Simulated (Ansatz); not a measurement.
# CH₂NSb (SMILES N#[C][SbH2]): one structure at several levels

The task here is to estimate one member of a computed series from the others.

The runs use Ansatz 0.2.0, Gaussian basis; single points in def2-TZVPP.

Correlated methods freeze the cores. Filled d shells of the heavier atoms are correlated. Core potentials replace the inner electrons past krypton, and spin-orbit coupling is left out.

## The system as given

SMILES `N#[C][SbH2]`, 5 atoms, charge 0, spin multiplicity 1.

Atoms are counted from 1 here; the program's logs count them from 0.

Bond lengths: N1–C2 1.098 Å, C2–Sb3 2.273 Å, Sb3–H4 1.774 Å, Sb3–H5 1.898 Å. Angles: N1–C2–Sb3 168.4°, C2–Sb3–H4 85.4°, C2–Sb3–H5 80.2°, H4–Sb3–H5 86.1°.

As a file:

```xyz
5
charge 0, multiplicity 1
N     1.3230   -1.2015    1.4137
C     0.7488   -0.6583    0.6521
Sb   -0.1388    0.2782   -1.2190
H    -1.7100   -0.1570   -0.5201
H    -0.1821    1.7783   -0.0567
```

Set-up of the first run:

run/in.yaml reads:

```yaml
crystal:
  periodic: [false, false, false]
  atoms:
    - {symbol: N, position_ang: [1.323000, -1.201500, 1.413700]}
    - {symbol: C, position_ang: [0.748800, -0.658300, 0.652100]}
    - {symbol: Sb, position_ang: [-0.138800, 0.278200, -1.219000]}
    - {symbol: H, position_ang: [-1.710000, -0.157000, -0.520100]}
    - {symbol: H, position_ang: [-0.182100, 1.778300, -0.056700]}
basis:
  gaussian: {orbitals: def2-TZVPP}
correlation: {method: ccsd_t}
output: {forces: true}
```

No record of the launch command was kept for these runs.

Steps of the session up to this table: CCSD(T)/def2-TZVPP; PBE0-D4/def2-TZVPP; wB97M-V/def2-TZVPP; r2SCAN-D4/def2-TZVPP; PBE-D4/def2-TZVPP; SPW92/def2-TZVPP; r2SCAN0-D4/def2-TZVPP.

One table of the session follows, with a row left open; its other results are not shown here.

```
    method  RMS force component (eV/Å)  angle to CCSD(T) forces (°)  dipole (D)
   CCSD(T)                       4.002                    reference        5.15
   PBE0-D4                       3.471                          2.4        5.23
   wB97M-V                           ?                            ?           ?
 r2SCAN-D4                       3.610                          1.1        5.14
    PBE-D4                       3.883                          2.8        5.04
     SPW92                       3.647                          1.7        5.07
r2SCAN0-D4                       3.299                          4.9        5.30
```

Estimate the missing values for wB97M-V.

The run gave: RMS force component (eV/Å): 3.422; angle to CCSD(T) forces (°): 4.0; dipole (D): 5.35. In the column «RMS force component (eV/Å)» it lies between r2SCAN0-D4 (3.299) and PBE0-D4 (3.471).
